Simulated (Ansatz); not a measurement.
# CO2: the cost of one run

Program: Ansatz 0.2.0. Level of theory: DFT, PBE, plane-wave PAW, default files, scalar-relativistic, as far as a step names no other. These are calculated values, not measurements.

1 further run of the same task is left out (it didn't finish).

### Step 1. Starting point

The structure is cubic, space group Pa-3 (No. 205). Conventional cell: a = 5.497 Å, b = 5.497 Å, c = 5.497 Å, α = 90.00°, β = 90.00°, γ = 90.00°. Around C (site symmetry -3) lie 2 O at 1.17 Å. Around O (site symmetry 3) lie 1 C at 1.17 Å.

Structure file:

```cif
data_structure
_symmetry_space_group_name_H-M 'Pa-3'
_symmetry_Int_Tables_number 205
_cell_length_a 5.4971
_cell_length_b 5.4971
_cell_length_c 5.4971
_cell_angle_alpha 90.000
_cell_angle_beta 90.000
_cell_angle_gamma 90.000
_cell_volume 166.11
loop_
_atom_site_label
_atom_site_type_symbol
_atom_site_symmetry_multiplicity
_atom_site_Wyckoff_symbol
_atom_site_fract_x
_atom_site_fract_y
_atom_site_fract_z
_atom_site_occupancy
C1 C 4 a 0.00000 0.00000 0.00000 1
O1 O 8 c 0.12254 0.12254 0.12254 1
```

The earlier run gave: gap on the mesh 6.87 eV, largest force 0.112 eV/Å, pressure 2.5 GPa.

Site by site (atoms counted from 1):

| site | atoms | first shell | V_zz (10²¹ V/m²) | η | C_Q (MHz) |
| --- | --- | --- | --- | --- | --- |
| C | 1, 2, 3, 4 | 2 O at 1.17 Å, angle 180° | -2.94 | 0.00 | – |
| O | 5, 6, 7, 8, … | 1 C at 1.17 Å | 7.14 | 0.00 | -4.41 (¹⁷O) |

V_zz is the principal component of the electric field gradient with the largest magnitude, η = (V_xx − V_yy)/V_zz and C_Q = eQV_zz/h. Quadrupole moments are those of Pyykkö's year-2017 table. A dash under C_Q marks elements without a common quadrupolar isotope.

### Step 2. Settings changed: kpoints.mp_grid.shift = [0.5, 0.5, 0.5], scf.convergence.dr2_threshold = 1e-05

The input, input.yaml:

```yaml
crystal:
  lattice:
    - [5.49707328, 0.0, 0.0]
    - [0.0, 5.49707328, 0.0]
    - [0.0, 0.0, 5.49707328]
  atoms:
    - { symbol: C, position: [0.0, 0.0, 0.0] }
    - { symbol: C, position: [0.5, 0.0, 0.5] }
    - { symbol: C, position: [0.5, 0.5, 0.0] }
    - { symbol: C, position: [0.0, 0.5, 0.5] }
    - { symbol: O, position: [0.12253698, 0.12253698, 0.12253698] }
    - { symbol: O, position: [0.37746302, 0.87746302, 0.62253698] }
    - { symbol: O, position: [0.62253698, 0.37746302, 0.87746302] }
    - { symbol: O, position: [0.87746302, 0.62253698, 0.37746302] }
    - { symbol: O, position: [0.87746302, 0.87746302, 0.87746302] }
    - { symbol: O, position: [0.62253698, 0.12253698, 0.37746302] }
    - { symbol: O, position: [0.37746302, 0.62253698, 0.12253698] }
    - { symbol: O, position: [0.12253698, 0.37746302, 0.62253698] }
kpoints:
  mp_grid: { grid: [4, 4, 4], shift: [0.5, 0.5, 0.5] }
scf:
  occupations: { method: fermi_dirac, width: 0.02 }
  convergence: { dr2_threshold: 1.0e-05 }
hamiltonian:
  xc: pbe
  pseudopotentials: { kind: paw }
output:
  forces: true
  stress: true
  populations: true
  efg: { quadrupole_moments_barn: { O: -0.02558 }, contact_densities: true }
```

Command:

```
ansatz run input.yaml --threads 1 --pin off --max-ram 2560MiB --backend cpu --events-out ev --progress --plain --runs-dir out
```

**Question.** How long does this run take on 1 thread of an Arm CPU, shared host, and how much memory does it need?

About 3.1 s, with a peak of 0.44 GiB.
